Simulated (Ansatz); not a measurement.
# C2H2BFO2: the cost of one run

Computed with Ansatz 0.2.0, Gaussian basis. Level: the settings change from run to run.

## 1. The relaxed structure

The geometry comes from an earlier relaxation with PBE0-D4 in a triple-zeta def2 set; it is a stationary point, not always the lowest conformer.

8 atoms, charge 0, spin multiplicity 1.

Atoms are counted from 1 here; the program's logs count them from 0.

Bond lengths: F1–B2 1.312 Å, B2–O3 1.374 Å, B2–O6 1.374 Å, O3–C4 1.377 Å, C4–C5 1.330 Å, C4–H7 1.077 Å, C5–O6 1.377 Å, C5–H8 1.077 Å. Angles: F1–B2–O3 124.2°, F1–B2–O6 124.2°, O3–B2–O6 111.6°, B2–O3–C4 104.2°, O3–C4–C5 110.0°, O3–C4–H7 118.2°, C5–C4–H7 131.8°, C4–C5–O6 110.0°, C4–C5–H8 131.8°, O6–C5–H8 118.2°, B2–O6–C5 104.2°.

## 2. B97/def2-TZVP

Options: multiplicity 3, finite nuclei.

File in.yaml:

```yaml
crystal:
  periodic: [false, false, false]
  atoms:
    - {symbol: F, position_ang: [0.333207, -0.744717, 2.439032]}
    - {symbol: B, position_ang: [0.169211, -0.368809, 1.192270]}
    - {symbol: O, position_ang: [1.178325, -0.319117, 0.261604]}
    - {symbol: C, position_ang: [0.558462, 0.122480, -0.885624]}
    - {symbol: C, position_ang: [-0.736211, 0.323525, -0.654735]}
    - {symbol: O, position_ang: [-1.032818, 0.024022, 0.655882]}
    - {symbol: H, position_ang: [1.157113, 0.243797, -1.772198]}
    - {symbol: H, position_ang: [-1.535289, 0.661817, -1.292029]}
basis:
  gaussian: {orbitals: def2-TZVP, nuclear_model: gaussian}
magnetization: {spin_polarized: true, initial_magnetization: 2}
hamiltonian: {xc: {name: B97}}
output: {forces: true}
```

Run with:

```sh
> ansatz run in.yaml --threads 2 --pin off --events-out ev --progress --plain --max-ram 4352MiB
```

Q: Estimate wall time and peak memory on 2 threads of Arm Neoverse V2, shared host.

About 14 s, with a peak of 0.6 GiB.
